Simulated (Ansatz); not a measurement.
# Al: an axial (c/a) deformation path

One table from this session's results is given with a row withheld; the runs are named, their logs left out.

This is Al in the hcp structure; at room conditions it is fcc.

Computed with Ansatz 0.2.0 (DFT LDA, scalar-relativistic, plane waves, PAW, unless a step's input says otherwise).

### The starting structure

Symmetry: P6_3/mmc, No. 194, hexagonal system. Conventional cell: a = 2.812 Å, b = 2.812 Å, c = 4.867 Å, α = 90.00°, β = 90.00°, γ = 120.00°. Around Al (site symmetry -6m2) lie 12 Al at 2.81 to 2.93 Å.

As a file:

```
CELL_PARAMETERS angstrom
2.81246 0.00000 0.00000
-1.40623 2.43566 0.00000
0.00000 0.00000 4.86685
ATOMIC_POSITIONS crystal
Al 0.66667 0.33333 0.75000
Al 0.33333 0.66667 0.25000
```

It goes back to an entry of the Materials Project, which need not be the stable form.

No relaxation comes first: the listed cell is the starting point.

The first run:

File input.yaml:

```yaml
crystal:
  lattice:
    - [2.8124553515, 0.0, 0.0]
    - [-1.4062276757, 2.4356577814, 0.0]
    - [0.0, 0.0, 4.86685]
  atoms:
    - { symbol: Al, position: [0.6666666667, 0.3333333333, 0.75] }
    - { symbol: Al, position: [0.3333333333, 0.6666666667, 0.25] }
basis:
  ecutwfc: 420
kpoints:
  mp_grid: { grid: [21, 21, 12] }
hamiltonian:
  xc: lda
scf:
  occupations: { method: gaussian, width: 0.15 }
output:
  forces: true
  stress: true
  eigenvalues: true
```

Among the steps run: The undisturbed cell; Point ρ = 0.850; ρ = 1.200; ρ = 0.920; ρ = 1.100; Point ρ = 0.960; Point ρ = 1.050; ρ = 0.800.

One table of the session follows, with a row left open; its other results are not shown here.

```
    ρ  ΔE (meV/atom)  pressure (GPa)
0.800           52.0            -0.9
0.850           20.7            -2.3
0.920           -0.8            -3.2
0.960              ?               ?
1.000            0.0            -3.0
1.050           12.3            -2.3
1.100           33.9            -1.2
1.200          107.6             2.1
```

Q: Estimate the row for ρ = 0.960 from the others.

Worked estimate for «ΔE (meV/atom)». A straight line through the neighbours (0.920, -0.8) and (1.000, 0.0) gives -0.8 + (0.0 + 0.8) × (0.960 − 0.920) / (1.000 − 0.920) = -0.4; a parabola fitted to 4 rows on both sides gives -3.6.

**Answer.** ΔE (meV/atom): -4.9; pressure (GPa): -3.2. In «ΔE (meV/atom)» the line misses by +4.5 and the parabola by +1.3. Between these rows the values bend or scatter more than so simple an estimate can follow.
